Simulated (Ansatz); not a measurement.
FH₂O₂Si, SMILES [O][SiH](O)F, a rigid torsion scan

Program: Ansatz's Python interface.

Typed at the interpreter:
```pycon
>>> import ansatz as az
>>> from ase import Atoms
>>> atoms = Atoms(["O", "Si", "O", "F", "H", "H"], positions=[
...     [-1.0488, -1.4594, 0.1196],
...     [0.0964, -0.2025, 0.2951],
...     [-0.3751, 1.1891, -0.6264],
...     [0.3024, 0.2251, 1.9219],
...     [1.3965, -0.7158, -0.1999],
...     [-0.3293, 0.8995, -1.5564],
... ])
>>> first = (
...     az.Crystal.molecule_from_ase(atoms).calculation()
...     .basis(gaussian="6-31G*")
...     .functional("pbe")
...     .spin("collinear", total=1)
...     .relax(force_tolerance=0.02, max_steps=80)
... )
>>> atoms.positions = first.run(threads=1, backend="cpu").report["positions_ang"]
>>> start = atoms.get_dihedral(0, 1, 2, 5)
>>> energies = {}
>>> for turn in range(0, 360, 30):
...     turned = atoms.copy()
...     turned.set_dihedral(0, 1, 2, 5, start + turn, indices=[2, 5])
...     job = (
...         az.Crystal.molecule_from_ase(turned).calculation()
...         .basis(gaussian="6-31G*")
...         .functional("pbe")
...         .spin("collinear", total=1)
...     )
...     energies[round((start + turn) % 360)] = job.run(threads=1, backend="cpu").report["free_energy_ev"]
...
>>> floor = min(energies.values())
>>> print("dihedral O0-Si1-O2-H5 (deg)   E - E(min) (eV)")
dihedral O0-Si1-O2-H5 (deg)   E - E(min) (eV)
>>> for angle, e in sorted(energies.items()):
...     print(f"{angle:8d} {(e - floor):14.3f}  " + "#" * int(30 * (e - floor) / max(max(energies.values()) - floor, 1e-9)))
...
      11          0.033  #####
      41          0.016  ##
      71          0.014  ##
     101          0.028  ####
     131          0.065  ##########
     161          0.126  ###################
     191          0.193  ##############################
     221          0.120  ##################
     251          0.054  ########
     281          0.015  ##
     311          0.000
     341          0.016  ##
```

The lowest point is at 311° and the highest at 191°, 0.193 eV (18.6 kJ/mol) above it, with the rest of the molecule held.

The scan is rigid and the energies are electronic, in a modest basis. With rigid groups the curve can differ much from the relaxed path, the start wasn't checked as a minimum of this torsion, and equivalent turns needn't return to the same energy. The run takes the species as open-shell (spin multiplicity 2), which needn't be its ground state. Hardware and time: 110 s on 1 thread of Arm Neoverse V1, on a shared host, peak memory 0.23 GiB.
